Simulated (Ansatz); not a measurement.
# C5H5F3O3: a ladder of functionals and wavefunction methods

The task here is to estimate one member of a computed series from the others.

Method: functionals in def2-TZVPP, the program's frozen cores in correlated methods; program: Ansatz 0.2.0, Gaussian basis.

Levels to be run: LDA (SPW92), PBE-D4, revPBE-D4, BLYP-D4, r2SCAN-D4, B97M-V, PBE0-D4, B3LYP-D4, r2SCANh-D4, r2SCAN0-D4, HSE06-D4, BHLYP-D4, CAM-B3LYP-D4, LC-ωPBE, ωB97X-V, ωB97M-V, B2PLYP, PBE-QIDH; CCSD(T)/def2-SVP; CCSD(T)/def2-TZVPP; MP2/def2-QZVPP; extrapolation to the limit; RPA on PBE.

### The geometry

All runs share one geometry, relaxed beforehand with PBE0-D4 in a triple-zeta def2 set.

16 atoms, charge 0, spin multiplicity 1.

Atoms are counted from 1 here; the program's logs count them from 0.

Bond lengths: C1–O2 1.428 Å, C1–H12 1.090 Å, C1–H13 1.087 Å, C1–H14 1.090 Å, O2–C3 1.331 Å, C3–O4 1.199 Å, C3–C5 1.513 Å, C5–C6 1.505 Å, C5–H15 1.092 Å, C5–H16 1.092 Å, C6–O7 1.192 Å, C6–C8 1.549 Å, C8–F9 1.336 Å, C8–F10 1.317 Å, C8–F11 1.343 Å. Angles: O2–C1–H12 110.3°, O2–C1–H13 105.7°, O2–C1–H14 110.4°, H12–C1–H13 110.7°, H12–C1–H14 109.1°, H13–C1–H14 110.6°, C1–O2–C3 115.1°, O2–C3–O4 124.8°, O2–C3–C5 110.6°, O4–C3–C5 124.6°, C3–C5–C6 110.7°, C3–C5–H15 108.3°, C3–C5–H16 109.5°, C6–C5–H15 108.2°, C6–C5–H16 111.6°, H15–C5–H16 108.5°, C5–C6–O7 124.7°, C5–C6–C8 115.5° and more.

Geometry (Å):

| atom | x (Å) | y (Å) | z (Å) |
| --- | --- | --- | --- |
| C1 | -1.6565 | -0.9207 | 2.2698 |
| O2 | -1.5462 | -0.3238 | 0.9767 |
| C3 | -0.3451 | 0.1679 | 0.6816 |
| O4 | 0.6077 | 0.1280 | 1.4076 |
| C5 | -0.3556 | 0.8124 | -0.6871 |
| C6 | 1.0491 | 1.0465 | -1.1748 |
| O7 | 1.6241 | 2.0889 | -1.1119 |
| C8 | 1.7299 | -0.1679 | -1.8531 |
| F9 | 1.4494 | -1.3061 | -1.2130 |
| F10 | 3.0378 | -0.0288 | -1.9233 |
| F11 | 1.2425 | -0.2770 | -3.0993 |
| H12 | -0.9643 | -1.7580 | 2.3609 |
| H13 | -2.6852 | -1.2632 | 2.3489 |
| H14 | -1.4341 | -0.1889 | 3.0468 |
| H15 | -0.8536 | 1.7808 | -0.6057 |
| H16 | -0.9228 | 0.1872 | -1.3798 |

Set-up of the first run:

Contents of in.yaml:

```yaml
crystal:
  periodic: [false, false, false]
  atoms:
    - {symbol: C, position_ang: [-1.656529, -0.920724, 2.269778]}
    - {symbol: O, position_ang: [-1.546209, -0.323808, 0.976677]}
    - {symbol: C, position_ang: [-0.345078, 0.167933, 0.681578]}
    - {symbol: O, position_ang: [0.607691, 0.127964, 1.407603]}
    - {symbol: C, position_ang: [-0.355564, 0.812433, -0.687083]}
    - {symbol: C, position_ang: [1.049088, 1.046493, -1.174774]}
    - {symbol: O, position_ang: [1.624142, 2.088861, -1.111931]}
    - {symbol: C, position_ang: [1.729865, -0.167939, -1.853109]}
    - {symbol: F, position_ang: [1.449403, -1.306138, -1.212977]}
    - {symbol: F, position_ang: [3.037844, -0.028761, -1.923251]}
    - {symbol: F, position_ang: [1.242487, -0.277031, -3.099328]}
    - {symbol: H, position_ang: [-0.964274, -1.758038, 2.360901]}
    - {symbol: H, position_ang: [-2.685209, -1.263232, 2.348873]}
    - {symbol: H, position_ang: [-1.434126, -0.188872, 3.046817]}
    - {symbol: H, position_ang: [-0.853636, 1.780815, -0.605675]}
    - {symbol: H, position_ang: [-0.922796, 0.187244, -1.379799]}
basis:
  gaussian: {orbitals: def2-TZVPP}
hamiltonian: {xc: lda}
output: {orbitals: {seedname: orbitals}}
```

The run is started by

```sh
$ ansatz run in.yaml --threads 4 --pin off --events-out ev --progress --plain --max-ram 66560MiB --backend cuda --devices 0, --max-vram 37GiB
```

Steps of the session up to this table: LDA; PBE-D4 (GGA); revPBE-D4 (GGA); BLYP-D4 (GGA); r2SCAN-D4 (meta-GGA); B97M-V (meta-GGA); PBE0-D4 (hybrid); B3LYP-D4 (hybrid); r2SCANh-D4 (hybrid); r2SCAN0-D4 (hybrid); HSE06-D4 (hybrid); BHLYP-D4 (hybrid); CAM-B3LYP-D4 (range-separated); LC-ωPBE (range-separated); ωB97X-V (range-separated); ωB97M-V (range-separated); B2PLYP (double hybrid); PBE-QIDH (double hybrid).

One table of the session follows, with a row left open; its other results are not shown here.

It belongs to the step «Frontier levels by functional». 

| functional | HOMO (eV) | LUMO (eV) | gap (eV) |
| --- | --- | --- | --- |
| LDA (SPW92) | -6.92 | -3.21 | 3.71 |
| PBE-D4 | -6.71 | -2.88 | 3.82 |
| revPBE-D4 | -6.61 | -2.76 | 3.86 |
| BLYP-D4 | -6.65 | -2.76 | 3.89 |
| r2SCAN-D4 | -7.07 | -2.71 | 4.36 |
| B97M-V | -7.24 | -2.55 | 4.69 |
| PBE0-D4 | -8.43 | -1.76 | 6.67 |
| B3LYP-D4 | -8.20 | -2.03 | 6.17 |
| r2SCANh-D4 | -7.72 | -2.30 | 5.42 |
| r2SCAN0-D4 | -8.69 | -1.67 | 7.02 |
| HSE06-D4 | -8.02 | -2.15 | 5.87 |
| BHLYP-D4 | -10.13 | -0.49 | 9.64 |
| CAM-B3LYP-D4 | ? | ? | ? |
| LC-ωPBE | -11.22 | 0.75 | 11.98 |
| ωB97X-V | -10.91 | 0.69 | 11.59 |
| ωB97M-V | -10.85 | 0.62 | 11.46 |

**Question.** Estimate the row for CAM-B3LYP-D4.

As computed: HOMO (eV): -9.96; LUMO (eV): -0.53; gap (eV): 9.43. In the column «HOMO (eV)» it lies between BHLYP-D4 (-10.13) and r2SCAN0-D4 (-8.69).
